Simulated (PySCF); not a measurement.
# The bond of SrSe+, level by level, part 2 of 2

PySCF 2.14.0; Sr def2-SVP with ECP28, Se def2-SVP; scalar-relativistic core potentials.

### Step 12. UHF

Log of the SCF at 2.764 Å:

```text
******** <class 'pyscf.scf.uhf_symm.SymAdaptedUHF'> ********
method = SymAdaptedUHF
initial guess = minao
damping factor = 0
level_shift factor = 0
DIIS = <class 'pyscf.scf.diis.CDIIS'>
diis_start_cycle = 1
diis_space = 10
diis_damp = 0
SCF conv_tol = 1e-09
SCF conv_tol_grad = None
SCF max_cycles = 60
direct_scf = False
max_memory 909 MB (current use 352 MB)
number electrons alpha = 22  beta = 21
Overwritten attributes  get_j get_hcore get_k get_jk get_occ  of <class 'pyscf.scf.uhf_symm.SymAdaptedUHF'>
<class 'pyscf.scf.uhf_symm.SymAdaptedUHF'> does not have attributes  refdm
Set gradient conv threshold to 3.16228e-05
init E= -2429.7308247924
cycle= 1 E= -2429.74078307228  delta_E= -0.00996  |g|= 0.0506  |ddm|= 0.256
cycle= 2 E= -2429.74160272221  delta_E= -0.00082  |g|= 0.0247  |ddm|= 0.088
cycle= 3 E= -2429.74174176081  delta_E= -0.000139  |g|= 0.00351  |ddm|= 0.0167
cycle= 4 E= -2429.74176009872  delta_E= -1.83e-05  |g|= 0.000458  |ddm|= 0.0122
cycle= 5 E= -2429.74176060935  delta_E= -5.11e-07  |g|= 0.000155  |ddm|= 0.00175
cycle= 6 E= -2429.74176066937  delta_E= -6e-08  |g|= 6.45e-05  |ddm|= 0.000622
cycle= 7 E= -2429.74176068461  delta_E= -1.52e-08  |g|= 2.14e-05  |ddm|= 0.000449
cycle= 8 E= -2429.74176068646  delta_E= -1.85e-09  |g|= 7.78e-06  |ddm|= 0.000181
cycle= 9 E= -2429.7417606867  delta_E= -2.41e-10  |g|= 2.55e-06  |ddm|= 6.48e-05
Extra cycle  E= -2429.74176068672  delta_E= -1.73e-11  |g|= 1.63e-06  |ddm|= 8.38e-06
converged SCF energy = -2429.74176068672  <S^2> = 0.75801158  2S+1 = 2.0079956
```

Re = 2.821 Å, ωe = 227.8 cm⁻¹, ωexe = 0.391 cm⁻¹, αe = 0.000129 cm⁻¹, Be = 0.05061 cm⁻¹, De = 1.31 eV, μ = -13.29 D. 2.8 s of CPU time for 12 points, integrals apart.

### Step 13. Adding correlation

Reference: UHF; core orbitals frozen: 9; virtual orbitals above 20 hartree dropped in coupled cluster: 1. MP2 keeps all virtuals, so it differs from the MP2 energy in the coupled-cluster log.

Log of the coupled-cluster run at 2.764 Å:

```text
******** <class 'pyscf.cc.uccsd.UCCSD'> ********
CC2 = 0
CCSD nocc = (np.int64(13), np.int64(12)), nmo = (45, 45)
frozen orbitals [[0, 1, 2, 3, 4, 5, 6, 7, 8, 54], [0, 1, 2, 3, 4, 5, 6, 7, 8, 54]]
max_cycle = 80
direct = 0
conv_tol = 1e-07
conv_tol_normt = 1e-05
diis_space = 8
diis_start_cycle = 0
diis_start_energy_diff = 1e+09
max_memory 909 MB (current use 376 MB)
Init t2, MP2 energy = -0.269187462329371
Init E_corr(UCCSD) = -0.269187462334004
cycle = 1  E_corr(UCCSD) = -0.271104170837344  dE = -0.0019167085  norm(t1,t2) = 0.0617499
cycle = 2  E_corr(UCCSD) = -0.276972963035613  dE = -0.0058687922  norm(t1,t2) = 0.0210597
cycle = 3  E_corr(UCCSD) = -0.277313172115985  dE = -0.00034020908  norm(t1,t2) = 0.0145826
cycle = 4  E_corr(UCCSD) = -0.278323185614685  dE = -0.0010100135  norm(t1,t2) = 0.00802034
cycle = 5  E_corr(UCCSD) = -0.278368024233134  dE = -4.48386184e-05  norm(t1,t2) = 0.00330169
cycle = 6  E_corr(UCCSD) = -0.278234248041017  dE = 0.000133776192  norm(t1,t2) = 0.00153476
cycle = 7  E_corr(UCCSD) = -0.278237328642638  dE = -3.08060162e-06  norm(t1,t2) = 0.000523619
cycle = 8  E_corr(UCCSD) = -0.278262321207508  dE = -2.49925649e-05  norm(t1,t2) = 0.000207355
cycle = 9  E_corr(UCCSD) = -0.27826178036844  dE = 5.40839068e-07  norm(t1,t2) = 7.85131e-05
cycle = 10  E_corr(UCCSD) = -0.278259296814692  dE = 2.48355375e-06  norm(t1,t2) = 3.1795e-05
cycle = 11  E_corr(UCCSD) = -0.278260071541768  dE = -7.74727076e-07  norm(t1,t2) = 1.50085e-05
cycle = 12  E_corr(UCCSD) = -0.278259904209724  dE = 1.67332044e-07  norm(t1,t2) = 7.15733e-06
cycle = 13  E_corr(UCCSD) = -0.278259956320208  dE = -5.21104837e-08  norm(t1,t2) = 2.93346e-06
UCCSD converged
E(UCCSD) = -2430.020020643041  E_corr = -0.2782599563202077
UCCSD(T) correction = -0.00651790953137757
```

Correlation energy (eV) along the bond:

| R (Å) | MP2 | SCS-MP2 | CCSD | CCSD(T) | T1 |
| --- | --- | --- | --- | --- | --- |
| 2.377 | -7.492 | -6.900 | n/a | n/a | n/a |
| 2.488 | -7.433 | -6.851 | -7.659 | -7.834 | 0.010 |
| 2.598 | -7.384 | -6.810 | -7.618 | -7.793 | 0.011 |
| 2.681 | -7.352 | -6.784 | -7.593 | -7.769 | 0.012 |
| 2.764 | -7.326 | -6.762 | -7.572 | -7.749 | 0.012 |
| 2.847 | -7.303 | -6.743 | -7.555 | -7.734 | 0.013 |
| 2.958 | -7.279 | -6.725 | -7.538 | -7.721 | 0.014 |
| 3.096 | -7.258 | -6.710 | -7.528 | -7.716 | 0.016 |
| 3.261 | -7.244 | -6.703 | -7.528 | -7.725 | 0.018 |
| 3.483 | -7.166 | -6.613 | n/a | n/a | n/a |

UHF-MP2: Re = 2.787 Å, ωe = 231.5 cm⁻¹, ωexe = 0.433 cm⁻¹, αe = 0.000140 cm⁻¹, Be = 0.05184 cm⁻¹, De = 1.99 eV.

UHF-SCS-MP2: Re = 2.794 Å, ωe = 229.8 cm⁻¹, ωexe = 0.434 cm⁻¹, αe = 0.000141 cm⁻¹, Be = 0.05159 cm⁻¹, De = 1.97 eV.

UHF-CCSD: Re = 2.796 Å, ωe = 228.6 cm⁻¹, ωexe = 0.454 cm⁻¹, αe = 0.000143 cm⁻¹, Be = 0.05153 cm⁻¹, De = 1.91 eV.

UHF-CCSD(T): Re = 2.798 Å, ωe = 226.4 cm⁻¹, ωexe = 0.472 cm⁻¹, αe = 0.000147 cm⁻¹, Be = 0.05142 cm⁻¹, De = 1.98 eV.

### Step 14. The curves together

Energy (eV) from each level's lowest point:

| R (Å) | UHF | UHF-MP2 | UHF-SCS-MP2 | UHF-CCSD | UHF-CCSD(T) | PBE | r²SCAN | TPSSh | PBE0 | HSE06 | MN15 | M06-2X |
| --- | --- | --- | --- | --- | --- | --- | --- | --- | --- | --- | --- | --- |
| 2.377 | 1.288 | 1.111 | 1.139 | n/a | n/a | 0.945 | 0.978 | 0.987 | 0.944 | 0.954 | 0.923 | 1.013 |
| 2.488 | 0.636 | 0.517 | 0.536 | 0.538 | 0.541 | 0.422 | 0.437 | 0.444 | 0.415 | 0.422 | 0.400 | 0.459 |
| 2.598 | 0.249 | 0.179 | 0.190 | 0.191 | 0.194 | 0.134 | 0.138 | 0.143 | 0.127 | 0.131 | 0.118 | 0.150 |
| 2.681 | 0.088 | 0.050 | 0.055 | 0.056 | 0.057 | 0.031 | 0.032 | 0.034 | 0.026 | 0.028 | 0.022 | 0.037 |
| 2.764 | 0.011 | 0.000 | 0.000 | 0.000 | 0.000 | 0.000 | 0.000 | 0.000 | 0.000 | 0.000 | 0.000 | 0.000 |
| 2.847 | 0.000 | 0.012 | 0.007 | 0.006 | 0.004 | 0.024 | 0.026 | 0.023 | 0.030 | 0.029 | 0.035 | 0.023 |
| 2.958 | 0.062 | 0.098 | 0.088 | 0.085 | 0.079 | 0.119 | 0.127 | 0.120 | 0.136 | 0.132 | 0.147 | 0.122 |
| 3.096 | 0.227 | 0.283 | 0.267 | 0.260 | 0.249 | 0.304 | 0.326 | 0.312 | 0.337 | 0.331 | 0.357 | 0.323 |
| 3.261 | 0.502 | 0.572 | 0.550 | 0.534 | 0.515 | 0.580 | 0.623 | 0.602 | 0.637 | 0.627 | 0.665 | 0.631 |
| 3.483 | 0.901 | 1.049 | 1.038 | n/a | n/a | 0.980 | 1.058 | 1.027 | 1.071 | 1.057 | 1.094 | 1.092 |

The whole job (state search and all levels along the bond) took 3.7 min on 1 thread of Oxide Virtual Turin-like (shared host), peak memory 0.72 GiB.

### Step 15. Results

What follows sums up all 2 parts.

Lowest PBE0 solution found, without spin–orbit coupling: ²Π (doublet), unpaired electrons π ↑. State 2 has its PBE0 minimum 0.62 eV higher. State 3 has its PBE0 minimum 1.95 eV higher. The other levels ran on the lowest alone.

| level | Re (Å) | ωe (cm⁻¹) | De (eV) | μ (D) |
| --- | --- | --- | --- | --- |
| UHF | 2.821 | 227.8 | 1.31 | -13.29 |
| UHF-MP2 | 2.787 | 231.5 | 1.99 | n/a |
| UHF-SCS-MP2 | 2.794 | 229.8 | 1.97 | n/a |
| UHF-CCSD | 2.796 | 228.6 | 1.91 | n/a |
| UHF-CCSD(T) | 2.798 | 226.4 | 1.98 | n/a |
| PBE | 2.765 | 226.9 | 2.68 | -10.40 |
| r²SCAN | 2.764 | 233.0 | 2.65 | -11.31 |
| TPSSh | 2.768 | 230.7 | 2.72 | -11.18 |
| PBE0 | 2.757 | 233.5 | 2.54 | -11.22 |
| HSE06 | 2.760 | 232.8 | 2.55 | -11.16 |
| MN15 | 2.751 | 236.4 | 2.49 | -11.54 |
| M06-2X | 2.770 | 234.2 | 2.43 | -11.73 |

De is counted to Sr+ + Se in their ground configurations. A positive dipole points from Sr to Se; in an ion it is taken about the centre of mass and does not tell which atom is negative.

Differences from CCSD(T) in the same basis:

| level | Re (mÅ) | ωe (%) |
| --- | --- | --- |
| UHF | +22 | +0.6 |
| UHF-MP2 | -11 | +2.3 |
| UHF-SCS-MP2 | -5 | +1.5 |
| UHF-CCSD | -3 | +1.0 |
| PBE | -33 | +0.2 |
| r²SCAN | -34 | +2.9 |
| TPSSh | -30 | +1.9 |
| PBE0 | -41 | +3.1 |
| HSE06 | -38 | +2.8 |
| MN15 | -48 | +4.4 |
| M06-2X | -28 | +3.4 |

Time per point (s) on 1 thread of Oxide Virtual Turin-like, shared host (CPU time, shared integrals of 0.34 s apart; correlated levels include their reference; CCSD comes with the CCSD(T) run); the times are rough: UHF 0.23, UHF-MP2 0.38, UHF-SCS-MP2 0.38, PBE 0.83, r²SCAN 0.85, TPSSh 1, PBE0 1.1, HSE06 1.4, MN15 1, M06-2X 2.4; the reference 10.

Cheap and still within 14 mÅ and 2.5 % of CCSD(T): UHF-SCS-MP2 (0.38 s), UHF-MP2 (0.38 s), against 10 s for the dearest run.

What this shows: Against CCSD(T) in the same basis, the bond length is nearest at UHF-CCSD (-3 mÅ) and farthest at MN15 (-48 mÅ); the wavenumber is nearest at PBE (+0.2 %) and farthest at MN15 (+4.4 %). CCSD(T) in a basis this small is itself some way from its limit, more so than the functionals. Among the levels with a De in the table, it runs from 1.31 eV (UHF) to 2.72 eV (TPSSh).

Correlated steps freeze 9 core orbitals. Spin–orbit coupling is left out.
